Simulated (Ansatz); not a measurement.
# AsH (singlet): the correlation ladder at distance As1–H2 = 2.097 Å, aug-cc-pVDZ

The task here is to estimate one member of a computed series from the others.

Computed with Ansatz 0.2.0, Gaussian basis. Level: aug-cc-pVDZ, core rule «outside noble gas», up to 14 orbitals frozen.

Plan: UHF; CCSD(T) on RHF; CCSD(T) on UHF; BCCD(T) on RHF; CISD; CCSDT(Q) on RHF; CCSDT(Q) on UHF; CASSCF and MRCISD+Q, 2 electrons in 2 orbitals; CASSCF and NEVPT2, 2 electrons in 2 orbitals; CASSCF and MRCISD+Q, 6 electrons in 5 orbitals; CASSCF and NEVPT4(SD), 6 electrons in 5 orbitals; CASSCF and NEVPT2, 6 electrons in 5 orbitals; Full CI.

22 further runs of the same task are left out: 1 for a known fault of the program, 15 that didn't finish, 6 set aside as unsound or not needed.

## What is computed

The geometry derives from a PBE0/def2-TZVP stationary point (not a proven minimum). One bond is set to the value named and the two fragments are kept rigid. No spin-orbit coupling is included. The filled d shell of As may be among the frozen orbitals whatever the setting's name suggests; the logs give the count.

2 atoms, charge 0, spin multiplicity 1.

Atoms are counted from 1 here; the program's logs count them from 0.

No contacts short enough for the rule that draws bonds.

The first run:

in.yaml reads:

```yaml
crystal:
  periodic: [false, false, false]
  atoms:
    - {symbol: As, position_ang: [0.000000, 0.000000, 0.000000]}
    - {symbol: H, position_ang: [0.000000, 0.000000, 2.097000]}
basis:
  gaussian: {orbitals: aug-cc-pVDZ}
magnetization: {spin_polarized: true, initial_magnetization: 0}
hamiltonian: {xc: hf}
output: {orbitals: {seedname: orbitals}}
```

Started as:

```bash
$ ansatz run in.yaml --threads 1 --pin off --events-out ev --progress --plain --max-ram 2393MiB
```

Among the steps run: UHF; CCSD(T) on RHF; CCSD(T) on UHF; BCCD(T) on RHF; CISD; CCSDT(Q) on RHF; CCSDT(Q) on UHF; CASSCF and MRCISD+Q, 2 electrons in 2 orbitals; CASSCF and NEVPT2, 2 electrons in 2 orbitals; CASSCF and MRCISD+Q, 6 electrons in 5 orbitals; CASSCF and NEVPT4(SD), 6 electrons in 5 orbitals; CASSCF and NEVPT2, 6 electrons in 5 orbitals; Full CI.

One of the session's tables, all rows but one given; the rest of the session is left out.

| method | from FCI (meV) |
| --- | --- |
| RHF | +3925.1 |
| RMP2 | +1309.5 |
| CISD | +633.0 |
| RCCSD | +364.9 |
| RCCSD(T) | +172.6 |
| BCCD(T) | +174.5 |
| RCCSDT | +18.8 |
| RCCSDT(Q) | -5.2 |
| CASSCF valence | +2415.4 |
| NEVPT2 valence | ? |
| NEVPT4(SD) valence | +46.6 |
| MRCISD valence | +116.2 |
| MRCISD+Q valence | -24.4 |
| FCI | 0 |

Estimate the missing values for NEVPT2 valence.

**Answer.** from FCI (meV): +591.3. In the column «from FCI (meV)» it lies between RCCSD (+364.9) and CISD (+633.0).

Left out of the table: CASSCF pair, NEVPT2 pair, MRCISD pair, MRCISD+Q pair (the active space lost an orbital or holds another state than full CI finds).

To keep in mind: The report flags that the cluster equations may have other roots. Left out of the table: UHF, UMP2, UCCSD, UCCSD(T), UCCSDT, UCCSDT(Q) (another determinant or state than the rows shown). The program flags RCCSDT(Q) as in doubt, so those rows may rest on another solution; read them beside their warnings. RCCSDT(Q), MRCISD+Q valence fall below full CI, which methods that aren't variational can do. Warnings in the runs' records: passed over end.
